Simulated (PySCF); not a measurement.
# Ti: dipole response in ANO-RCC-VTZP

Aim: the static polarisability and the C₆ coefficient of Ti, method by method.

Method: unrestricted determinants in a Gaussian basis, no spin-orbit coupling in the energies. Code: PySCF 2.14.0.

**1. The atom as given**

- Element: titanium (Z = 22)
- Basis: ANO-RCC-VTZP (6s5p3d2f1g, 59 functions)
- Hamiltonian: the spin-free X2C one-electron Hamiltonian (Gaussian nucleus)
- State 1: Ti: [Ar] 3d2 4s2, high-spin 3F determinant
- Methods: HSE06

The outer shells:

Ti [Ar] 3d2 4s2
```
[Ar] core
3d [↑ ][↑ ][  ][  ][  ]
4s [↑↓]
```

The runs were made by one driver on top of PySCF. The scripts below sum up each run's settings (the driver also hands on starting orbitals that pick excited configurations, and frozen orbitals as a list rather than a count), and the logs come from the driver's own runs. The driver starts from symmetry-adapted Hartree-Fock orbitals, holds the occupation by maximum overlap and uses a logarithmic radial grid for functionals, so a plain start would take other cycles.

It was started by

```
$ OMP_NUM_THREADS=1 python atomrun2.py TASK.json OUT
```

The integrals over 59 functions and the set-up took 5.1 s of CPU time.

**2. Ti: HSE06**

Level: HSE06.

input.py

```python
from pyscf import gto, scf, dft, mp, cc
import basis_set_exchange as bse
mol = gto.M(atom="Ti 0 0 0", charge=0, spin=2, symmetry="D2h",
            basis=gto.basis.parse(bse.get_basis("ANO-RCC-VTZP", elements=["Ti"], fmt="nwchem", header=False)),
            nucmod="G")
mf = dft.UKS(mol, xc="HSE06").sfx2c1e()
mf.irrep_nelec = {'Ag': (5, 4), 'B1g': (1, 0), 'B1u': (2, 2), 'B2u': (2, 2), 'B3u': (2, 2)}
mf.kernel()
```

Standard output:

```text
damping factor = 0
level_shift factor = 0
DIIS = <class 'pyscf.scf.diis.CDIIS'>
diis_start_cycle = 1
diis_space = 10
diis_damp = 0
SCF conv_tol = 1e-09
SCF conv_tol_grad = None
number electrons alpha = 12  beta = 10
XC functionals = HSE06
    J. Heyd, G. E. Scuseria, and M. Ernzerhof.,  J. Chem. Phys. 118, 8207 (2003)
    J. Heyd, G. E. Scuseria, and M. Ernzerhof.,  J. Chem. Phys. 124, 219906 (2006)
    A. V. Krukau, O. A. Vydrov, A. F. Izmaylov, and G. E. Scuseria.,  J. Chem. Phys. 125, 224106 (2006)
cycle= 1 E= -853.541567535821  delta_E= -0.00831  |g|= 0.011  |ddm|= 0.14
cycle= 2 E= -853.541652008561  delta_E= -8.45e-05  |g|= 0.0033  |ddm|= 0.0183
cycle= 3 E= -853.541654244485  delta_E= -2.24e-06  |g|= 0.00246  |ddm|= 0.00444
cycle= 4 E= -853.541656143717  delta_E= -1.9e-06  |g|= 0.00034  |ddm|= 0.00185
cycle= 5 E= -853.541656176503  delta_E= -3.28e-08  |g|= 3.73e-05  |ddm|= 0.000254
cycle= 6 E= -853.54165617699  delta_E= -4.87e-10  |g|= 1.5e-06  |ddm|= 3.44e-05
converged SCF energy = -853.54165617699  <S^2> = 2.0033931  2S+1 = 3.0022612
```

It took 29 s on 1 thread of Neoverse-V1, shared host, the integrals not counted.

Orbital energies by shell (radii are means over both spins):

```csv
shell,electrons,mean orbital energy (eV),spread (eV),rms radius (bohr)
1s β,1,-4903.4,0,0.0804
1s α,1,-4903.4,0,0.0804
2s α,1,-549.71,0,0.352
2s β,1,-549.16,0,0.352
2p α,3,-454.03,0,0.322
2p β,3,-453.56,0,0.322
3s α,1,-67.273,0,1.08
3s β,1,-65.278,0,1.08
3p α,3,-41.981,0,1.18
3p β,3,-39.812,0,1.18
3d α,2,-6.471,0,1.78
4s α,1,-4.883,0,3.82
4s β,1,-4.387,0,3.82
```

⟨S²⟩ = 2.003, ⟨L²⟩ = 12.01.

The driver then solved the coupled dipole response at imaginary frequencies: mean α = 84.92 bohr³, C₆ = 955.0 au for a like pair.

Radial density 4πr²ρ of Ti at HSE06:

```
r (bohr)  density  spin density
 0.00124    0.178         0.000
 0.00209    0.456         0.000
 0.00351     1.14         0.000
 0.00591     2.76         0.000
 0.00994     6.25         0.000
  0.0167     12.7         0.000
  0.0281     21.3         0.000
  0.0473     26.2         0.000
  0.0795     21.8        -0.001
   0.134     20.7         0.002
   0.225     28.1         0.054
   0.379     15.7         0.307
   0.637     8.36         0.910
    1.07     9.11         1.240
    1.80     2.41         0.717
    3.03    0.873         0.178
    5.10    0.245        -0.002
    8.57  0.00826        -0.001
```

**3. The response side by side**

Ti, in atomic units:

| method | mean α | C₆ (like pair) | S(−4) |
| --- | --- | --- | --- |
| HSE06 | 84.92 | 955.0 | 3304 |

Reference α: 87 ± 10 bohr³ (recommended; Schwerdtfeger and Nagle, table of static dipole polarizabilities (2023 update)). Published C₆: 1044 (Chu and Dalgarno (2004); Tang, Norbeck and Certain (1976)).

α(iu) at HSE06:

| u (hartree) | α(iu) (bohr³) |
| --- | --- |
| 0 | 84.92 |
| 0.0500 | 77.56 |
| 0.100 | 62.29 |
| 0.200 | 36.31 |
| 0.300 | 22.59 |
| 0.500 | 11.53 |
| 0.750 | 6.756 |
| 1.00 | 4.633 |
| 1.50 | 2.670 |
| 2.00 | 1.753 |
| 3.00 | 0.9213 |
| 5.00 | 0.3812 |

**4. Summary of results**

| quantity | value |
| --- | --- |
| α of Ti | 84.92 (HSE06) bohr³; reference 87.00 |

In words: For Ti HSE06 differs from the reference by -2 %. All values hold for this basis alone; no basis-set limit was taken.
